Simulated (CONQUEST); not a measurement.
The system is LaFePO.

```xyz
8
Lattice="4.0689 0.0000 0.0000 0.0000 4.0689 0.0000 0.0000 0.0000 9.0850" Properties=species:S:1:pos:R:3 pbc="T T T"
La    2.0344    0.0000    1.2278
La    0.0000    2.0344    7.8571
Fe    2.0344    2.0344    4.5425
Fe    0.0000    0.0000    4.5425
P     2.0344    0.0000    6.0484
P     0.0000    2.0344    3.0366
O     2.0344    2.0344    0.0000
O     0.0000    0.0000    0.0000
```

The cell is a database's computed one.

- Program: CONQUEST 1.3
- Task: single point
- Functional: PBE
- Potentials or basis: PseudoDojo NC PBE, DZP, grid cutoff 150 Ha
- k mesh: 7 × 7 × 3
- Occupations: fermi-dirac, width 0.05 eV
- Spin: collinear spin, ferromagnetic start
- Starting moments: [0.0, 0.0, 3.0, 3.0, 0.0, 0.0, 0.0, 0.0] μB

On this cell: pressure -2.2 GPa; largest force 1.314 eV/Å; net moment 6.48 μB per cell; site moments La +0.00; Fe +3.15; P +0.07; O +0.01 μB; band gap on the k mesh none (metal or under the smearing width).

The same run follows on a disturbed copy (atoms moved at random, drawn with an rms of 0.05 Å):

```
La Fe P O
1.0
     4.06888    0.00000    0.00000
     0.00000    4.06888    0.00000
     0.00000    0.00000    9.08498
La Fe P O
2 2 2 2
Cartesian
  2.0518 4.0468 1.2480
  0.0535 1.9977 7.8179
  2.0108 2.0872 4.5414
  0.0036 4.0521 4.5603
  2.0231 4.0218 6.0211
  4.0479 2.0135 3.0432
  2.0536 2.0578 0.0082
  4.0565 0.0522 9.0775
```

Task: What does the disturbed cell give?

Result: The energy (extrapolated to zero smearing) moves by -3.5 meV/atom; pressure -2.8 GPa; largest force 1.378 eV/Å; net moment 6.39 μB per cell; site moments La +0.00; Fe +3.12; P +0.06, +0.07; O +0.01 μB; band gap on the k mesh none (metal or under the smearing width).

Forces in eV/Å, atoms in the order of the input:
```
La  -0.167  0.360  0.777
La  -0.323  0.581 -0.616
Fe   0.018 -0.272 -0.120
Fe  -0.064  0.012 -0.137
P    0.078  0.297 -1.127
P    0.046  0.065  1.375
O    0.043 -0.294 -0.150
O    0.364 -0.704 -0.006
```

Stress tensor (GPa, compression positive):
```
-3.12  0.01  0.18
 0.01 -2.62 -0.10
 0.18 -0.10 -2.76
```

Caveats: moments can come out somewhat high in this basis; the basis of atomic orbitals isn't converged, which shifts pressures, moduli and gaps; semilocal functionals often make such compounds metallic where correlation or magnetic order opens a gap, which also shifts bond lengths; only a ferromagnetic start was run, and an antiferromagnetic order may lie lower in energy; forces of over 1 eV/Å show positions far from the minimum, so gaps and moduli don't describe the material at rest (some runs).
